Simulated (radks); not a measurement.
# The Coulomb parameter U of the 5d shell of Ta

Aim: U as the second difference [E(n + 0.25) + E(n − 0.25) − 2E(n)]/0.25², with all orbitals relaxed. Bare: the atom's charge changes with n. Screened: the 6p shell takes up the change. The start is a model configuration, not necessarily the ground state.

The numbers are computed with radks (a radial shooting solver on a logarithmic mesh, Libxc functionals) version 1 (scalar-relativistic Kohn-Sham, r2SCAN, spin-unpolarised, spherical densities, finite nucleus), except any that are marked as measured or tabulated.

## (1) Starting point

| Property | Result |
| --- | --- |
| element | tantalum (Z = 73) |
| charge | 0 |
| electrons | 73 |
| configuration | [Xe] 4f14 5d1 6s2 6p2 |
| nuclear rms radius | 5.3507 fm |

Outer shells as boxes (Hund's rule):

Ta
```
[Xe] core
4f [↑↓][↑↓][↑↓][↑↓][↑↓][↑↓][↑↓]
5d [↑ ][  ][  ][  ][  ]
6s [↑↓]
6p [↑ ][↑ ][  ]
```

## (2) Start: [Xe] 4f14 5d1 6s2 6p2

Input:

```text
Z 73
configuration [Xe] 4f14 5d1 6s2 6p2
relativity scalar-relativistic
functional r2scan,r2scan
spin unpolarised
nucleus finite rms 5.3507 fm
c 137.035999084
```

## (3) Bare +0.25: [Xe] 4f14 5d1.25 6s2 6p2

Input:

```text
Z 73
configuration [Xe] 4f14 5d1.25 6s2 6p2
relativity scalar-relativistic
functional r2scan,r2scan
spin unpolarised
nucleus finite rms 5.3507 fm
c 137.035999084
```

## (4) Bare -0.25: [Xe] 4f14 5d0.75 6s2 6p2

Input:

```text
Z 73
configuration [Xe] 4f14 5d0.75 6s2 6p2
relativity scalar-relativistic
functional r2scan,r2scan
spin unpolarised
nucleus finite rms 5.3507 fm
c 137.035999084
```

## (5) Screened +0.25: [Xe] 4f14 5d1.25 6s2 6p1.75

Input:

```text
Z 73
configuration [Xe] 4f14 5d1.25 6s2 6p1.75
relativity scalar-relativistic
functional r2scan,r2scan
spin unpolarised
nucleus finite rms 5.3507 fm
c 137.035999084
```

## (6) Screened -0.25: [Xe] 4f14 5d0.75 6s2 6p2.25

Input:

```text
Z 73
configuration [Xe] 4f14 5d0.75 6s2 6p2.25
relativity scalar-relativistic
functional r2scan,r2scan
spin unpolarised
nucleus finite rms 5.3507 fm
c 137.035999084
```

Q: Predict the outcome of this session.

The runs gave:

```tsv
quantity	value (eV)
U, bare	8.340
U, screened by 6p	1.763
F0(5d,5d), frozen orbitals	12.708
```

In words: Relaxing the orbitals brings U down to 66 % of the Slater integral F0. Letting 6p compensate leaves 21 % of the bare value; this second difference measures U(5d,5d) + U(6p,6p) − 2U(5d,6p). The step up makes a negative ion, whose loosely bound charge lowers the bare value. A solid screens further than the bare atom, so the bare value is an upper guide for the U of a crystal.
